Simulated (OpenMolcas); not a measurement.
# Ru³⁺ among point charges: CASSCF and CASPT2 levels and susceptibility, part 2 of 2

Aim: the splitting of the states of Ru³⁺ in the field of 8 point charges, its lowest levels with spin-orbit coupling and its magnetic susceptibility.

OpenMolcas 26.06; ANO-RCC-VTZP, DKH2, active space 5 electrons in 5 orbitals (4d), orbitals: per spin and parity. Surroundings: 8 point charges of -1.2 e arranged as a cube (Oh), 1.99 Å from the ion. Earlier steps stand in the parts before.

**7. CASPT2: IPEA 0.25, imaginary shift 0.1 (closed shells correlated: 4s 4p)**

The input, a.inp:

```
>>> COPY JOB001 $Project.JobIph
&CASPT2
Multistate=1 1
Frozen=8 6
IPEA=0.25
Imaginary=0.1
MaxIter=60
WThr=0.0 0.3 0.05
PrWF=0.5
NoMix
>>> COPY JOB002 $Project.JobIph
&CASPT2
Multistate=24 1 2 3 4 5 6 7 8 9 10 11 12 13 14 15 16 17 18 19 20 21 22
23 24
NoMult
Frozen=8 6
IPEA=0.25
Imaginary=0.1
MaxIter=60
WThr=0.0 0.3 0.05
PrWF=0.5
NoMix
>>> COPY JOB003 $Project.JobIph
&CASPT2
Multistate=75 1 2 3 4 5 6 7 8 9 10 11 12 13 14 15 16 17 18 19 20 21 22
23 24 25 26 27 28 29 30 31 32 33 34 35 36 37 38 39 40 41 42 43 44 45 46
47 48 49 50 51 52 53 54 55 56 57 58 59 60 61 62 63 64 65 66 67 68 69 70
71 72 73 74 75
NoMult
Frozen=8 6
IPEA=0.25
Imaginary=0.1
MaxIter=60
WThr=0.0 0.3 0.05
PrWF=0.5
NoMix
```

The log of the run:

```text
Orbital specifications:
      -----------------------

      Symmetry species                           1   2
                                                ag  au
      Frozen orbitals                            8   6
      Inactive orbitals                          1   3
      Active orbitals                            5   0
      Secondary orbitals                        22  23
      Deleted orbitals                           0   0
      Number of basis functions                 36  32
Type of calculation                        SS-CASPT2
      Fock operator                              state-specific
      IPEA shift                                 0.25
      Real shift                                 0.00
      Imaginary shift                            0.10
      The input orbitals will be transformed to quasi-canonical
Reference energy:       -4533.2583773509
      E2 (Non-variational):      -0.3631356273
      Shift correction:          -0.0001239484
      E2 (Variational):          -0.3632595758
      Total energy:           -4533.6216369266
      Residual norm:              0.0000004528
      Reference weight:           0.94206
      Contributions to the CASPT2 correlation energy
      Active & Virtual Only:         -0.0647781134
      One Inactive Excited:          -0.1869664841
      Two Inactive Excited:          -0.1113910298
::    CASPT2 Root  1     Total energy:  -4533.62163693
Orbital specifications:
      -----------------------

      Symmetry species                           1   2
                                                ag  au
      Frozen orbitals                            8   6
      Inactive orbitals                          1   3
      Active orbitals                            5   0
      Secondary orbitals                        22  23
      Deleted orbitals                           0   0
      Number of basis functions                 36  32
Type of calculation                        SS-CASPT2
      Fock operator                              state-specific
      IPEA shift                                 0.25
      Real shift                                 0.00
      Imaginary shift                            0.10
      The input orbitals will be transformed to quasi-canonical
Reference energy:       -4533.1486318855
      E2 (Non-variational):      -0.3773437226
      Shift correction:          -0.0001492511
      E2 (Variational):          -0.3774929737
      Total energy:           -4533.5261248592
      Residual norm:              0.0000001721
      Reference weight:           0.93828
      Contributions to the CASPT2 correlation energy
      Active & Virtual Only:         -0.0758530626
      One Inactive Excited:          -0.1869486910
      Two Inactive Excited:          -0.1145419691
Reference energy:       -4533.1486318855
      E2 (Non-variational):      -0.3771564095
      Shift correction:          -0.0001487284
      E2 (Variational):          -0.3773051380
      Total energy:           -4533.5259370235
      Residual norm:              0.0000001732
      Reference weight:           0.93836
      Contributions to the CASPT2 correlation energy
      Active & Virtual Only:         -0.0757623418
      One Inactive Excited:          -0.1868739515
      Two Inactive Excited:          -0.1145201162
::    CASPT2 Root  1     Total energy:  -4533.52612486
::    CASPT2 Root  2     Total energy:  -4533.52593702
::    CASPT2 Root  3     Total energy:  -4533.52544873
::    CASPT2 Root  4     Total energy:  -4533.51600044
::    CASPT2 Root  5     Total energy:  -4533.51615561
::    CASPT2 Root  6     Total energy:  -4533.51603916
::    CASPT2 Root  7     Total energy:  -4533.51247389
::    CASPT2 Root  8     Total energy:  -4533.51312845
::    CASPT2 Root  9     Total energy:  -4533.51308233
::    CASPT2 Root 10     Total energy:  -4533.49632630
::    CASPT2 Root 11     Total energy:  -4533.49631111
::    CASPT2 Root 12     Total energy:  -4533.49611183
::    CASPT2 Root 13     Total energy:  -4533.49370006
::    CASPT2 Root 14     Total energy:  -4533.49373394
::    CASPT2 Root 15     Total energy:  -4533.47622404
::    CASPT2 Root 16     Total energy:  -4533.47602400
::    CASPT2 Root 17     Total energy:  -4533.47624854
::    CASPT2 Root 18     Total energy:  -4533.44751018
::    CASPT2 Root 19     Total energy:  -4533.43980721
::    CASPT2 Root 20     Total energy:  -4533.44009390
::    CASPT2 Root 21     Total energy:  -4533.44019291
::    CASPT2 Root 22     Total energy:  -4533.43068622
::    CASPT2 Root 23     Total energy:  -4533.43101127
::    CASPT2 Root 24     Total energy:  -4533.43090519
Orbital specifications:
      -----------------------

      Symmetry species                           1   2
                                                ag  au
      Frozen orbitals                            8   6
      Inactive orbitals                          1   3
      Active orbitals                            5   0
      Secondary orbitals                        22  23
      Deleted orbitals                           0   0
      Number of basis functions                 36  32
Type of calculation                        SS-CASPT2
      Fock operator                              state-specific
      IPEA shift                                 0.25
      Real shift                                 0.00
      Imaginary shift                            0.10
      The input orbitals will be transformed to quasi-canonical
Reference energy:       -4533.1036127150
      E2 (Non-variational):      -0.3792585693
      Shift correction:          -0.0001446972
      E2 (Variational):          -0.3794032665
      Total energy:           -4533.4830159815
      Residual norm:              0.0000000455
      Reference weight:           0.93836
      Contributions to the CASPT2 correlation energy
      Active & Virtual Only:         -0.0764507951
      One Inactive Excited:          -0.1897000836
      Two Inactive Excited:          -0.1131076905
Reference energy:       -4533.1036127150
      E2 (Non-variational):      -0.3791748073
      Shift correction:          -0.0001443137
      E2 (Variational):          -0.3793191210
      Total energy:           -4533.4829318360
      Residual norm:              0.0000000449
      Reference weight:           0.93840
      Contributions to the CASPT2 correlation energy
      Active & Virtual Only:         -0.0764166589
      One Inactive Excited:          -0.1896664595
      Two Inactive Excited:          -0.1130916889
::    CASPT2 Root  1     Total energy:  -4533.48301598
::    CASPT2 Root  2     Total energy:  -4533.48293184
::    CASPT2 Root  3     Total energy:  -4533.48291175
::    CASPT2 Root  4     Total energy:  -4533.47183238
::    CASPT2 Root  5     Total energy:  -4533.47182883
::    CASPT2 Root  6     Total energy:  -4533.47176593
::    CASPT2 Root  7     Total energy:  -4533.47294503
::    CASPT2 Root  8     Total energy:  -4533.46873669
::    CASPT2 Root  9     Total energy:  -4533.46874702
::    CASPT2 Root 10     Total energy:  -4533.46886983
::    CASPT2 Root 11     Total energy:  -4533.46457057
::    CASPT2 Root 12     Total energy:  -4533.46439986
::    CASPT2 Root 13     Total energy:  -4533.46155903
::    CASPT2 Root 14     Total energy:  -4533.45481403
::    CASPT2 Root 15     Total energy:  -4533.45491403
::    CASPT2 Root 16     Total energy:  -4533.45466836
::    CASPT2 Root 17     Total energy:  -4533.45184195
::    CASPT2 Root 18     Total energy:  -4533.45188428
::    CASPT2 Root 19     Total energy:  -4533.44639362
::    CASPT2 Root 20     Total energy:  -4533.44637887
::    CASPT2 Root 21     Total energy:  -4533.44639563
::    CASPT2 Root 22     Total energy:  -4533.43776488
::    CASPT2 Root 23     Total energy:  -4533.43783600
::    CASPT2 Root 24     Total energy:  -4533.43776391
::    CASPT2 Root 25     Total energy:  -4533.42929819
::    CASPT2 Root 26     Total energy:  -4533.42941969
::    CASPT2 Root 27     Total energy:  -4533.42942591
::    CASPT2 Root 28     Total energy:  -4533.42997797
::    CASPT2 Root 29     Total energy:  -4533.43137121
::    CASPT2 Root 30     Total energy:  -4533.43153459
```

This run took 11 s in all on 1 thread of Arm Neoverse V2, shared host.

SS-CASPT2: lowest energy less the reference's lowest, -0.3633 hartree; reference weights 0.926 to 0.942.

Spin-free states, with their symmetry labels:

| state | degeneracy | E (cm-1) | free-ion L (%) |
| --- | --- | --- | --- |
| 6A1 | 1 | 0 | S (100) |
| 4T1 | 3 | 21026 | G (71) |
| 4T2 | 3 | 23170 | G (93) |
| 4E | 2 | 23820 | G (100) |
| 4A1 | 1 | 23959 | G (100) |
| 4T2 | 3 | 27519 | D (89) |
| 4E | 2 | 28075 | D (100) |
| 2T2 | 3 | 30438 | I (54) |
| 4T1 | 3 | 31927 | P (72) |
| 2A2 | 1 | 32634 | I (76) |
| 2T1 | 3 | 32883 | I (79) |
| 2T2 | 3 | 33547 | I (78) |
| 2E | 2 | 34491 | I (90) |
| 2A1 | 1 | 35133 | I (100) |
| 2T2 | 3 | 36617 | D (43) |
| 2E | 2 | 37261 | D (71) |
| 4A2 | 1 | 38216 | F (100) |
| 2T1 | 3 | 38462 | F (60) |
| 4T1 | 3 | 39858 | F (98) |
| 2T2 | 3 | 40350 | G (41) |
| 2E | 2 | 41741 | G (69) |
| 4T2 | 3 | 41869 | F (89) |
| 2A1 | 1 | 41927 | G (100) |
| 2T1 | 3 | 42146 | H (74) |

With spin-orbit coupling:

```tsv
E (cm-1)	Degeneracy	Label	2S+1	g
0	6		6	
20740	4	Γ8	4	
20880	2	Γ6	4	2.71 2.71 2.71
20910	2	Γ7	4	2.52 2.52 2.52
20990	4	Γ8	4	
22980	2	Γ6	4	2.55 2.55 2.55
23030	4	Γ8	4	
23170	4	Γ8	4	
23310	2	Γ7	4	0.32 0.32 0.32
23820	2	Γ7	4	0.34 0.34 0.34
23840	4	Γ8	4	
23860	2	Γ6	4	2.77 2.77 2.77
23970	4	Γ8	4	
26590	2	Γ7	4	3.01 3.01 3.01
27080	4	Γ8	4	
27610	4	Γ8	4	
27680	2	Γ7	4	1.29 1.29 1.29
27890	2	Γ6	4	0.19 0.19 0.19
28010	4	Γ8	4	
28260	2	Γ6	4	3.23 3.23 3.23
29990	4	Γ8	2	
31220	2	Γ7	2	2.37 2.37 2.37
31970	2	Γ6	4	2.68 2.68 2.68
31970	4	Γ8	4
```

Powder χT (cm³ K/mol): 4.37 at 2 K, 4.37 at 5 K, 4.37 at 10 K, 4.37 at 20 K, 4.37 at 50 K, 4.37 at 100 K, 4.37 at 150 K, 4.37 at 200 K, 4.37 at 250 K, 4.37 at 300 K.

A ligand-field fit to the states below 45000 cm-1 gives 10Dq = -5161 cm-1, B = 696 cm-1 and C = 3418 cm-1 (C/B = 4.91), with a deviation of 447 cm-1.

**8. The methods side by side**

A. CASSCF
B. SS-CASPT2, IPEA 0.25, imaginary shift 0.1 (closed shells correlated: 4s 4p)

| method | ground state | first gap with spin-orbit (cm-1) | χT at 300 K |
| --- | --- | --- | --- |
| A | 6A1 | 23862.5 | 4.37 |
| B | 6A1 | 20739.8 | 4.37 |

**9. Outcome**

This closing draws on all 2 parts.

| quantity | value |
| --- | --- |
| method | SS-CASPT2, IPEA 0.25, imaginary shift 0.1 (closed shells correlated: 4s 4p) |
| spin-free ground state | 6A1, 1-fold in its orbital part |
| lowest level | 6-fold |
| next level | 20739.8 cm⁻¹ |
| χT at 300 K | 4.37 cm³ K/mol |
| effective moment at 300 K | 5.91 μB |

Cost by method:

| method | time of its own steps | time with the reference |
| --- | --- | --- |
| A. CASSCF | 22 s | 22 s |
| B. SS-CASPT2, IPEA 0.25, imaginary shift 0.1, +4s 4p | 11 s | 33 s |

Times are of one thread on a shared host.

In words: The spin-free ground state (6A1) comes to 100 % from free-ion S terms and keeps the highest spin of the shell. χT at 300 K is 4.37, against 4.39 cm³ K/mol for the spin alone, as a half-filled shell (L = 0) has no orbital moment. An active space of the d shell alone favours high spin; real ions in strong fields can be low spin. A ligand-field fit to the states below 45000 cm-1 gives 10Dq = -5161 cm-1, B = 696 cm-1 and C = 3418 cm-1 (C/B = 4.91), with a deviation of 447 cm-1. CASPT2 does not keep the components of a term degenerate, and the means are used. The field of point charges can differ much from that of real complexes. With metal d orbitals alone active, the gaps between spin states are rough; where two lie within a few thousand cm-1, their order is open. This is an electrostatic model: the charges have no orbitals.
